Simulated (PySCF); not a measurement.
# F4Mo (MoF4): the cost of one run

Programs: PySCF 2.14.0, with routines of our own; each step states its level. All values are computed. Atoms count from 0.

1 further run of the same task is left out (for a known fault of the program).

## (1) The system as given

5 atoms, charge 0, multiplicity 3; geometry from: GFN2-xTB.

## (2) Open-shell or spin-flip excitations: unrestricted TDDFT PBE0/def2-SVP Mo:def2-TZVP

What the job is given:

```
{"job": {"kind": "uabs", "xc": "PBE0", "basis": {"default": "def2-SVP", "Mo": "def2-TZVP"}, "nstates": 15, "tda": false, "pol": false}, "charge": 0, "multiplicity": 3}
Mo    -0.000220    -0.000860     0.000030
F      0.480980    -0.011910     1.769910
F      1.825590     0.009750    -0.161390
F     -1.157170     1.178450    -0.794970
F     -1.149190    -1.175430    -0.813590
```

With the program's defaults for keys left out, this is: unrestricted TDDFT PBE0/def2-SVP Mo:def2-TZVP, vertical, gas phase, core orbitals frozen in the response.

Launch:

```console
$ OMP_NUM_THREADS=1 python excited_run.py task.json out
```

This one command runs all jobs of the session in turn.

Q: Estimate the wall time and peak memory of this first job on 1 thread of Arm Neoverse N1, shared host.

About 62 s, with a peak of 0.41 GiB.
